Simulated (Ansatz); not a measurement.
Runs of Ansatz 0.2.0 on Ta3AsAu2O13. The typed cell holds 19 atoms: a = 5.887 Å, b = 6.310 Å, c = 7.976 Å, α = 73.43°, β = 76.58°, γ = 69.60°. The cell was built by a generator and needn't be a form met in nature.

```csv
task,level,U,hubbard projectors,double counting,points for each segment of the path,gap on the mesh (eV),pressure (GPa),largest force (eV/Å)
projected density of states,PBE+U,"Au d U = 6 eV, Ta d U = 6 eV",ortho-atomic (the default),fll (the default),-,1.76,2.6,(b)
projected density of states,PBE+U,"Au d U = 4 eV, Ta d U = 4 eV",ortho-atomic (the default),fll (the default),-,1.75,1.6,0.26
projected density of states,PBE+U,"Au d U = 8 eV, Ta d U = 8 eV",ortho-atomic (the default),fll (the default),-,1.73,(a),0.61
band structure,BLYP,-,-,-,10,1.62,5.0,0.38
projected density of states,PBE+U,"Au d U = 2 eV, Ta d U = 2 eV",ortho-atomic (the default),fll (the default),-,1.71,0.8,0.13
```

Alike in all rows: potentials or basis Ansatz PAW; no spin polarisation; cell as given; k mesh 5 × 5 × 4; cutoff (eV) 420; smearing fermi-dirac 0.05 eV.

Problem. Fill in the values left out.

Solution. (a) 3.7; (b) 0.43.

Caveats: spin-orbit coupling is left out, which moves the levels of the heavy elements; odd divisions of the mesh miss points on the zone boundary, where band edges often lie, so the gap on the mesh can be too wide (some runs); the density of states is complete only up to the lowest level of the last band computed (some runs); the potentials were made for another functional, which shifts forces and pressure (some runs); the PAW data sets come from PBE, with cores solved anew for the run's functional, which leaves a small shift of forces and pressure (some runs).

A k mesh can miss the band edges, and the runs leave out spin-orbit coupling on As, Au, Ta.

Not every run made on this cell is shown here.
